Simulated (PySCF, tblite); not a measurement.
**C₄H₁₂B₂FN: geometry, infrared bands and NMR shifts**

What infrared bands and NMR shifts should C₄H₁₂B₂FN (`BN(CBF)CCC`) show?

Programs: tblite 0.8.0 and PySCF 2.14.0, with density-fitted response routines of our own. Each step states its level of theory. These are calculated values for one molecule in the gas phase, unless marked as measured. Atoms count from 0, in the outputs and in this text.

**1. The molecule as given**

20 atoms, charge 0, multiplicity 1; geometry from: force field or distance geometry start.

Bonds of the start (Å): B0–N1 1.56, N1–C2 1.41, C2–B3 1.59, B3–F4 1.45, N1–C5 1.44, C5–C6 1.49, C6–C7 1.55, B0–H8 1.20, B0–H9 1.20, C2–H10 1.15, C2–H11 1.13, B3–H12 1.18, C5–H13 1.11, C5–H14 1.12, C6–H15 1.14, C6–H16 1.10, C7–H17 1.11, C7–H18 1.09, C7–H19 1.10.

**2. Relaxing the molecule with GFN2-xTB**

The job: settings as JSON, then the geometry in Å.

```
{"job": {"kind": "relax", "xc": "GFN2-xTB", "basis": "xTB"}, "charge": 0, "multiplicity": 1}
B     -1.384400    -2.093500     0.342300
N     -0.924900    -0.733800    -0.278900
C     -1.730200     0.265800     0.298400
B     -1.567800     1.735500    -0.280200
F     -1.356600     2.818200     0.665500
C      0.479200    -0.714100     0.053000
C      1.245300     0.427700    -0.522000
C      2.747800     0.367700    -0.140800
H     -1.976500    -2.819400    -0.408800
H     -1.835000    -1.972500     1.449500
H     -2.813100    -0.021100     0.061400
H     -1.736600     0.258300     1.427400
H     -1.980000     2.001900    -1.355100
H      0.672100    -0.881500     1.135900
H      0.900800    -1.636500    -0.433800
H      0.863300     1.424400    -0.135900
H      1.206500     0.426700    -1.622000
H      3.275400     0.430600    -1.112600
H      2.940700     1.279600     0.429100
H      2.968900    -0.553300     0.424500
```

Run with:

```bash
> OMP_NUM_THREADS=1 python probes_run.py task.json out
```

This one command runs all jobs of the session in turn.

**Question.** This job is followed by: GFN2-xTB harmonic vibrations, gas phase; GIAO PBE0/pcSseg-1 NMR shielding, non-relativistic, gas phase. What will the session give for the following? strongest single infrared mode (GFN2-xTB); zero-point energy (GFN2-xTB); 13C shifts against TMS (PBE0/pcSseg-1); 1H shifts against TMS (PBE0/pcSseg-1, means over atoms taken as alike); 11B shifts against BF3·OEt2 (PBE0/pcSseg-1); 15N shifts against NH3 (PBE0/pcSseg-1); 19F shifts against CFCl3 (PBE0/pcSseg-1).

As calculated:

```
                                                              quantity                                   value
                             strongest single infrared mode (GFN2-xTB)                   2632 cm⁻¹, 190 km/mol
                                          zero-point energy (GFN2-xTB)                          102.6 kcal/mol
                                13C shifts against TMS (PBE0/pcSseg-1)              65.0, 56.4, 32.1, 13.3 ppm
1H shifts against TMS (PBE0/pcSseg-1, means over atoms taken as alike)  5.50, 4.63, 3.17, 3.13, 1.25, 1.02 ppm
                           11B shifts against BF3·OEt2 (PBE0/pcSseg-1)                          54.1, 36.7 ppm
                                15N shifts against NH3 (PBE0/pcSseg-1)                               161.3 ppm
                              19F shifts against CFCl3 (PBE0/pcSseg-1)                               -16.5 ppm
```

**Reading.** The optimisation took 123 steps and gained 2.711 eV; among the close pairs (by a distance rule), B0–N1 changed most, from 1.564 to 1.377 Å. All 54 modes are real, so the xTB geometry is a minimum. The strongest single mode, at 2632 cm⁻¹, moves mainly H8 and H9. GFN2-xTB is a fitted tight-binding method: band positions and strengths are rough. Its intensities can rank the bands wrongly. At PBE0/pcSseg-1: The widest tensor belongs to F4: span 465 ppm, with a paramagnetic part of -277 ppm.
